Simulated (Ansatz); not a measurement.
**CH4Zn + CH4: a complex and its separated parts**

The complex below is one end of an elementary step. How strongly is it bound against its free parts?

The runs use Ansatz 0.2.0, Gaussian basis; PBE0-D4/def2-TZVP structures, single points in def2-TZVPP, no counterpoise correction.

Levels: SPW92, PBE-D4, BLYP-D4, r2SCAN-D4, B97M-V, PBE0-D4, B3LYP-D4, r2SCAN0-D4, BHLYP-D4, CAM-B3LYP-D4, wB97X-V, wB97M-V, B2PLYP, PBE-QIDH, RPA on PBE, Hartree-Fock, MP2, CCSD, CCSD(T).

Correlated methods freeze the cores. The 3s and 3p shells of Cu and Zn are frozen; filled d shells are correlated. B3LYP uses VWN-RPA correlation. B2PLYP carries no dispersion term here.

94 further runs of the same task are left out: 94 set aside as unsound or not needed.

## (1) Starting geometry

The complex: 11 atoms, charge 0, spin multiplicity 1.

Atoms are counted from 1 here; the program's logs count them from 0.

Bond lengths: Zn1–C3 1.942 Å, Zn1–H5 1.545 Å, C2–H4 1.091 Å, C2–H6 1.090 Å, C2–H7 1.090 Å, C2–H8 1.090 Å, C3–H9 1.093 Å, C3–H10 1.093 Å, C3–H11 1.093 Å. Angles: C3–Zn1–H5 179.1°, H4–C2–H6 110.0°, H4–C2–H7 109.1°, H4–C2–H8 109.7°, H6–C2–H7 109.3°, H6–C2–H8 109.4°, H7–C2–H8 109.3°, Zn1–C3–H9 110.9°, Zn1–C3–H10 111.4°, Zn1–C3–H11 110.9°, H9–C3–H10 107.9°, H9–C3–H11 107.8°, H10–C3–H11 107.8°.

Coordinates:

```mol
C2H8Zn
  3D, bonds by distance, orders not assigned

 11  9  0  0  0  0  0  0  0  0999 V2000
   -0.8808   -0.2127   -1.4617 Zn  0  0
    0.9096    1.4817    0.9390 C   0  0
   -0.6878   -1.8213   -0.3913 C   0  0
    0.6649    1.9719   -0.0042 H   0  0
   -1.0446    1.0548   -2.3301 H   0  0
    1.4350    0.5461    0.7472 H   0  0
    1.5486    2.1400    1.5271 H   0  0
   -0.0053    1.2766    1.4948 H   0  0
   -0.8290   -1.6018    0.6703 H   0  0
   -1.4193   -2.5811   -0.6779 H   0  0
    0.3089   -2.2542   -0.5131 H   0  0
  1  3  8  0
  1  5  8  0
  2  4  8  0
  2  6  8  0
  2  7  8  0
  2  8  8  0
  3  9  8  0
  3 10  8  0
  3 11  8  0
M  END
```

Its parts: CH4Zn holds atoms 1, 3, 5, 9, 10, 11; CH4 holds atoms 2, 4, 6, 7, 8. Each part counts its atoms afresh in its own runs.

## (2) Relaxing CH4Zn alone

Input file relax-a/in.yaml:

```yaml
crystal:
  periodic: [false, false, false]
  atoms:
    - {symbol: Zn, position_ang: [-0.880801, -0.212679, -1.461746]}
    - {symbol: C, position_ang: [-0.687789, -1.821254, -0.391323]}
    - {symbol: H, position_ang: [-1.044643, 1.054759, -2.330053]}
    - {symbol: H, position_ang: [-0.828970, -1.601818, 0.670254]}
    - {symbol: H, position_ang: [-1.419336, -2.581144, -0.677892]}
    - {symbol: H, position_ang: [0.308919, -2.254157, -0.513053]}
basis:
  gaussian: {orbitals: def2-TZVP}
hamiltonian: {xc: pbe0, dispersion: d4}
relax: {f_tol: 0.005, max_steps: 200}
```

On the command line:

```bash
> ansatz run in.yaml --threads 8 --pin off --events-out ev --progress --plain --max-ram 19148MiB
```

The runs that follow: Relaxing CH4 alone; SPW92/def2-TZVPP; PBE-D4/def2-TZVPP; BLYP-D4/def2-TZVPP; r2SCAN-D4/def2-TZVPP; B97M-V/def2-TZVPP; PBE0-D4/def2-TZVPP; B3LYP-D4/def2-TZVPP; r2SCAN0-D4/def2-TZVPP; BHLYP-D4/def2-TZVPP; CAM-B3LYP-D4/def2-TZVPP; wB97X-V/def2-TZVPP; wB97M-V/def2-TZVPP; B2PLYP/def2-TZVPP; PBE-QIDH/def2-TZVPP; RPA on PBE/def2-TZVPP; CCSD(T)/def2-TZVPP; Vibrations of CH4Zn; Vibrations of CH4.

Q: Predict the outcome of this session. Wanted: complex less parts, CCSD(T)/def2-TZVPP; with zero-point energy; largest T1 diagnostic.

**Answer**, as computed:

| quantity | value |
| --- | --- |
| complex less parts, CCSD(T)/def2-TZVPP | -1.16 kcal/mol |
| with zero-point energy | -0.64 kcal/mol |
| largest T1 diagnostic | 0.014 |

In words: At CCSD(T) the complex lies 1.16 kcal/mol below its parts. BLYP-D4 is the best functional here (+0.04 kcal/mol from CCSD(T)); SPW92 is the worst (-1.12 kcal/mol). By rung, the mean size of the error is: LDA 1.12, GGA 0.19, meta-GGA 0.22, hybrid 0.18, range-separated hybrid 0.09, double hybrid 0.68 kcal/mol. PBE-D4 gives a relative energy 0.35 kcal/mol too low, an error of 30 % of the reference. No counterpoise was applied, and triple zeta lacks some correlation, so the CCSD(T) reference has a basis error of its own, and close matches with it are partly luck.
